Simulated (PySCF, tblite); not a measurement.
# C6H11B: dynamics, then NMR shifts on frames, part 2 of 2

tblite 0.8.0 and PySCF 2.14.0. Atoms count from 0. Earlier steps stand in the parts before.

## Step 5: Shielding tensors: 625 fs, PBE0/pcSseg-1

The job: settings as JSON, then the geometry in Å.

```
{"job": {"kind": "nmr", "xc": "PBE0", "basis": "pcSseg-1", "pop": false}, "charge": 0, "multiplicity": 1}
C      1.550500    -2.018500     2.095500
C      1.842700    -0.699900     1.349300
C      1.687100    -0.670100     0.034500
C      1.178800    -0.604500    -1.122400
B     -0.312700    -0.090500    -1.248100
C     -0.645900     0.949100    -2.334000
C     -1.382700    -0.441700    -0.236100
H      0.447800    -2.047600     2.354200
H      1.549900    -2.873700     1.465400
H      2.173400    -2.195600     2.959500
H      1.941600     0.134100     2.051000
H      1.891000    -0.848600    -1.931500
H     -1.774800     1.285100    -2.444500
H     -0.151700     0.754800    -3.251200
H     -0.156000     1.881000    -1.870800
H     -2.401000    -0.064500    -0.551800
H     -1.156300     0.156400     0.584300
H     -1.428500    -1.493100     0.222700
```

Method: GIAO PBE0/pcSseg-1 NMR shielding, non-relativistic, gas phase.

Output:

```text
coarse grid: 14424 points
cycle   1  E = -259.5545488140  dE =  6.377e-01  |g| = 5.189e-01  |ddm| = 3.706e+00
cycle   2  E = -259.5434741179  dE =  1.107e-02  |g| = 5.590e-01  |ddm| = 9.674e-01
cycle   3  E = -259.6280320038  dE = -8.456e-02  |g| = 6.595e-02  |ddm| = 5.426e-01
cycle   4  E = -259.6289234524  dE = -8.914e-04  |g| = 3.738e-02  |ddm| = 9.648e-02
cycle   5  E = -259.6292951179  dE = -3.717e-04  |g| = 7.357e-03  |ddm| = 3.496e-02
cycle   6  E = -259.6293085373  dE = -1.342e-05  |g| = 1.918e-03  |ddm| = 8.343e-03
cycle   7  E = -259.6293093887  dE = -8.514e-07  |g| = 8.355e-04  |ddm| = 2.589e-03
final grid: 137552 points
cycle   8  E = -259.6687281526  dE = -3.332e-05  |g| = 7.512e-03  |ddm| = 3.241e-02
cycle   9  E = -259.6687257062  dE =  2.446e-06  |g| = 8.177e-03  |ddm| = 1.386e-02
cycle  10  E = -259.6687431307  dE = -1.742e-05  |g| = 7.866e-04  |ddm| = 7.384e-03
cycle  11  E = -259.6687432665  dE = -1.358e-07  |g| = 2.041e-04  |ddm| = 7.343e-04
cycle  12  E = -259.6687432759  dE = -9.425e-09  |g| = 7.173e-05  |ddm| = 2.294e-04
cycle  13  E = -259.6687432772  dE = -1.318e-09  |g| = 1.829e-05  |ddm| = 8.435e-05
cycle  14  E = -259.6687432773  dE = -7.401e-11  |g| = 7.700e-06  |ddm| = 2.240e-05
converged SCF energy = -259.6687432773

GIAO shielding tensors (ppm)
atom      isotropic    diamagn.    paramagn.     s11        s22        s33       span
  0 C      167.636     250.860     -83.224    152.750    158.794    191.364     38.614
  1 C       95.687     263.210    -167.522     15.376    108.666    163.020    147.645
  2 C      -35.218     269.429    -304.647    -68.185    -55.544     18.075     86.260
  3 C       95.201     267.010    -171.809     14.317    113.800    157.487    143.169
  4 B       23.816     191.506    -167.690    -46.018      0.490    116.977    162.995
  5 C      158.582     256.458     -97.876    140.362    156.301    179.085     38.723
  6 C      169.263     256.697     -87.434    154.431    165.166    188.192     33.761
  7 H       28.684      31.238      -2.554     23.879     28.226     33.949     10.070
  8 H       30.479      31.413      -0.935     27.684     29.186     34.566      6.882
  9 H       30.320      28.290       2.030     26.047     27.547     37.366     11.319
 10 H       26.336      33.861      -7.525     23.810     27.433     27.764      3.954
 11 H       25.608      29.151      -3.543     23.220     25.304     28.300      5.080
 12 H       28.336      28.810      -0.474     25.075     27.368     32.565      7.489
 13 H       30.452      30.986      -0.533     26.622     29.659     35.076      8.454
 14 H       29.639      30.724      -1.085     26.654     28.652     33.613      6.959
 15 H       29.454      31.494      -2.040     25.229     28.939     34.194      8.965
 16 H       31.637      36.712      -5.075     27.746     31.503     35.661      7.916
 17 H       29.045      31.435      -2.390     24.606     28.632     33.896      9.290
```

It took 19 s on 1 thread of Arm Neoverse V1, shared host; peak memory 0.86 GiB.

In short: δ C2 222.1, C3 91.7, C1 91.2, C5 28.3, H11 6.11, H10 5.38 ppm.

## Step 6: NMR shieldings: 800 fs, PBE0/pcSseg-1

The job: settings as JSON, then the geometry in Å.

```
{"job": {"kind": "nmr", "xc": "PBE0", "basis": "pcSseg-1", "pop": false}, "charge": 0, "multiplicity": 1}
C      2.017700    -1.928000     2.031700
C      2.434000    -1.171100     0.761600
C      1.665900    -1.067400    -0.286400
C      0.827300    -1.020600    -1.275300
B     -0.441700    -0.093600    -1.170500
C     -0.711500     0.878500    -2.372000
C     -1.338100    -0.116800     0.293000
H      1.559500    -1.246600     2.820400
H      1.305200    -2.635700     1.576200
H      2.927900    -2.181200     2.508700
H      3.317700    -0.665700     0.798500
H      1.051500    -1.502600    -2.300300
H     -0.240300     1.728400    -1.958200
H     -1.767100     0.977400    -2.577900
H     -0.126900     0.700600    -3.313100
H     -2.086200     0.641500     0.415000
H     -0.496400     0.039600     1.044200
H     -1.775700    -1.117000     0.511400
```

With the program's defaults for keys left out, this is: GIAO PBE0/pcSseg-1 NMR shielding, non-relativistic, gas phase.

Output:

```text
coarse grid: 14424 points
cycle   1  E = -259.5553132849  dE =  5.104e-01  |g| = 4.845e-01  |ddm| = 3.770e+00
cycle   2  E = -259.5568752196  dE = -1.562e-03  |g| = 4.905e-01  |ddm| = 8.701e-01
cycle   3  E = -259.6202650936  dE = -6.339e-02  |g| = 3.495e-02  |ddm| = 4.381e-01
cycle   4  E = -259.6203613500  dE = -9.626e-05  |g| = 3.025e-02  |ddm| = 6.190e-02
cycle   5  E = -259.6205965632  dE = -2.352e-04  |g| = 5.951e-03  |ddm| = 2.973e-02
cycle   6  E = -259.6206047741  dE = -8.211e-06  |g| = 1.628e-03  |ddm| = 5.923e-03
final grid: 137552 points
cycle   7  E = -259.6614782731  dE = -3.569e-05  |g| = 7.627e-03  |ddm| = 3.662e-02
cycle   8  E = -259.6614756711  dE =  2.602e-06  |g| = 8.342e-03  |ddm| = 1.354e-02
cycle   9  E = -259.6614933236  dE = -1.765e-05  |g| = 1.027e-03  |ddm| = 7.124e-03
cycle  10  E = -259.6614935932  dE = -2.697e-07  |g| = 2.146e-04  |ddm| = 1.061e-03
cycle  11  E = -259.6614936040  dE = -1.077e-08  |g| = 7.564e-05  |ddm| = 2.283e-04
cycle  12  E = -259.6614936054  dE = -1.449e-09  |g| = 1.843e-05  |ddm| = 8.739e-05
cycle  13  E = -259.6614936055  dE = -8.004e-11  |g| = 7.600e-06  |ddm| = 2.443e-05
converged SCF energy = -259.6614936055

GIAO shielding tensors (ppm)
atom      isotropic    diamagn.    paramagn.     s11        s22        s33       span
  0 C      165.864     251.115     -85.251    146.483    165.562    185.546     39.063
  1 C      103.599     267.113    -163.514     23.332    120.893    166.573    143.241
  2 C      -35.882     264.930    -300.812    -78.254    -47.666     18.273     96.527
  3 C       85.359     266.417    -181.058      6.915    107.698    141.464    134.550
  4 B       15.686     190.834    -175.148    -48.247    -14.459    109.764    158.011
  5 C      166.477     255.727     -89.250    146.950    170.787    181.694     34.744
  6 C      165.443     255.738     -90.296    145.410    169.614    181.304     35.894
  7 H       28.704      31.155      -2.451     24.634     27.405     34.073      9.438
  8 H       28.377      29.725      -1.348     24.921     27.863     32.349      7.428
  9 H       30.182      28.202       1.980     25.563     28.264     36.720     11.156
 10 H       27.940      34.976      -7.036     25.107     29.057     29.657      4.549
 11 H       24.566      28.527      -3.961     22.983     24.212     26.503      3.520
 12 H       32.180      33.138      -0.959     29.238     30.885     36.416      7.179
 13 H       30.232      30.492      -0.260     25.951     29.362     35.384      9.432
 14 H       29.616      29.831      -0.214     26.262     28.572     34.015      7.752
 15 H       30.773      33.150      -2.378     27.287     29.179     35.851      8.564
 16 H       29.816      34.861      -5.045     25.667     29.161     34.619      8.952
 17 H       29.959      31.790      -1.831     26.108     28.898     34.872      8.764
```

Run time: 19 s. Hardware: 1 thread of Arm Neoverse V1, shared host; peak memory 0.86 GiB.

Key values: δ C2 222.8, C3 101.6, C1 83.3, C6 21.5, H11 7.15, H10 3.78 ppm.

## Step 7: Nuclear shieldings: 1000 fs, PBE0/pcSseg-1

The job: settings as JSON, then the geometry in Å.

```
{"job": {"kind": "nmr", "xc": "PBE0", "basis": "pcSseg-1", "pop": false}, "charge": 0, "multiplicity": 1}
C      2.665500    -2.809100     0.910300
C      2.459500    -1.364100     1.178400
C      1.857600    -0.655700     0.290500
C      1.216300    -0.056600    -0.638200
B     -0.380600     0.065600    -1.080800
C     -0.685100     1.457900    -1.793800
C     -1.466300    -1.093800    -1.149700
H      1.936200    -3.215000     0.292400
H      3.699500    -3.164200     0.634500
H      2.446800    -3.450800     1.907500
H      2.553700    -0.902300     2.174000
H      1.676200     0.643800    -1.352700
H      0.180700     2.037500    -2.204500
H     -1.198500     2.208600    -1.202500
H     -1.426000     1.142400    -2.489500
H     -2.316500    -0.802700    -1.766500
H     -1.957000    -1.599300    -0.361700
H     -1.061100    -2.042300    -1.684700
```

Method: GIAO PBE0/pcSseg-1 NMR shielding, non-relativistic, gas phase.

Output:

```text
coarse grid: 14424 points
cycle   1  E = -259.5460372014  dE =  5.809e-01  |g| = 5.018e-01  |ddm| = 3.780e+00
cycle   2  E = -259.5437108160  dE =  2.326e-03  |g| = 5.179e-01  |ddm| = 9.317e-01
cycle   3  E = -259.6158169901  dE = -7.211e-02  |g| = 2.476e-02  |ddm| = 4.894e-01
cycle   4  E = -259.6158488827  dE = -3.189e-05  |g| = 2.234e-02  |ddm| = 3.927e-02
cycle   5  E = -259.6159665131  dE = -1.176e-04  |g| = 5.498e-03  |ddm| = 2.191e-02
cycle   6  E = -259.6159737655  dE = -7.252e-06  |g| = 1.533e-03  |ddm| = 5.978e-03
final grid: 137552 points
cycle   7  E = -259.6568599163  dE = -3.333e-05  |g| = 8.132e-03  |ddm| = 4.582e-02
cycle   8  E = -259.6568536709  dE =  6.245e-06  |g| = 9.572e-03  |ddm| = 1.435e-02
cycle   9  E = -259.6568768375  dE = -2.317e-05  |g| = 1.365e-03  |ddm| = 7.962e-03
cycle  10  E = -259.6568773473  dE = -5.097e-07  |g| = 1.927e-04  |ddm| = 1.513e-03
cycle  11  E = -259.6568773567  dE = -9.416e-09  |g| = 5.945e-05  |ddm| = 2.253e-04
cycle  12  E = -259.6568773576  dE = -8.738e-10  |g| = 1.812e-05  |ddm| = 8.296e-05
converged SCF energy = -259.6568773576

GIAO shielding tensors (ppm)
atom      isotropic    diamagn.    paramagn.     s11        s22        s33       span
  0 C      168.489     244.173     -75.683    158.269    161.840    185.359     27.090
  1 C      108.294     265.231    -156.937     22.780    137.289    164.815    142.035
  2 C      -29.752     261.187    -290.939    -72.760    -47.864     31.366    104.126
  3 C       89.655     268.471    -178.816     11.571    112.379    145.014    133.443
  4 B       17.660     187.772    -170.112    -38.794    -19.067    110.842    149.636
  5 C      164.945     254.282     -89.337    145.133    157.051    192.650     47.516
  6 C      175.769     249.570     -73.801    157.851    176.291    193.166     35.315
  7 H       30.740      31.681      -0.941     26.041     30.299     35.880      9.839
  8 H       28.676      24.365       4.311     24.678     26.134     35.214     10.536
  9 H       27.887      24.806       3.082     24.239     25.472     33.951      9.712
 10 H       26.311      32.627      -6.316     23.148     27.172     28.612      5.464
 11 H       25.449      31.902      -6.454     22.541     24.075     29.731      7.190
 12 H       29.784      30.380      -0.597     26.502     28.682     34.168      7.666
 13 H       30.509      31.693      -1.184     27.013     28.836     35.680      8.667
 14 H       30.827      30.993      -0.166     26.634     31.237     34.610      7.975
 15 H       30.699      30.429       0.270     26.507     29.920     35.670      9.163
 16 H       30.891      32.721      -1.830     26.797     28.782     37.094     10.297
 17 H       29.249      28.579       0.670     25.447     27.597     34.701      9.254
```

Wall time 17 s (1 thread of Arm Neoverse V1, shared host); peak memory 0.84 GiB.

This run: δ C2 216.7, C3 97.3, C1 78.6, C5 22.0, H11 6.27, H10 5.41 ppm.

## Step 8: Comparing the runs: NMR shifts

Shifts (ppm) of some atoms, chosen among heavy atoms and hydrogens apart, with basis size and wall time:

```tsv
frame	C2	C3	C1	C0	C6	H12	H15	functions	time
250 fs	231.5	96.1	83.2	17.9	14.4	2.71	0.51	174	19 s
425 fs	230.5	91.5	86.8	10.3	24.9	0.47	5.00	174	19 s
625 fs	222.1	91.7	91.2	19.3	17.7	3.38	2.26	174	19 s
800 fs	222.8	101.6	83.3	21.1	21.5	-0.46	0.94	174	19 s
1000 fs	216.7	97.3	78.6	18.4	11.2	1.93	1.02	174	17 s
```

## Step 9: Outcome

What follows sums up all 2 parts.

| quantity | value |
| --- | --- |
| thermostat | 600 K |
| mean temperature, second half | 611 K |
| mean potential energy above the minimum | 1.25 eV |
| 13C shifts against TMS (PBE0/pcSseg-1, 250 fs) | 231.5, 96.1, 83.2, 25.6, 17.9, 14.4 ppm |
| 1H shifts against TMS (PBE0/pcSseg-1, 250 fs) | 5.60, 5.14, 3.37, 2.71, 2.71, 2.68, 2.10, 1.79, 1.77, 1.52, 0.51 ppm |
| 11B shifts against BF3·OEt2 (PBE0/pcSseg-1, 250 fs) | 74.7 ppm |
| range of the shift of C2 | 216.7 to 231.5 ppm |

In the second half the potential energy averages 1.25 eV above the minimum; equipartition over 48 harmonic modes at 600 K would give 1.24 eV. With 18 atoms the temperature swings widely (295 to 815 K). Shifts at one fixed geometry are not the observed spectrum, which averages over the motion. In ppm, C2 moves most: its shift spreads over 14.8 ppm, from 216.7 (1000 fs) to 231.5 (250 fs).
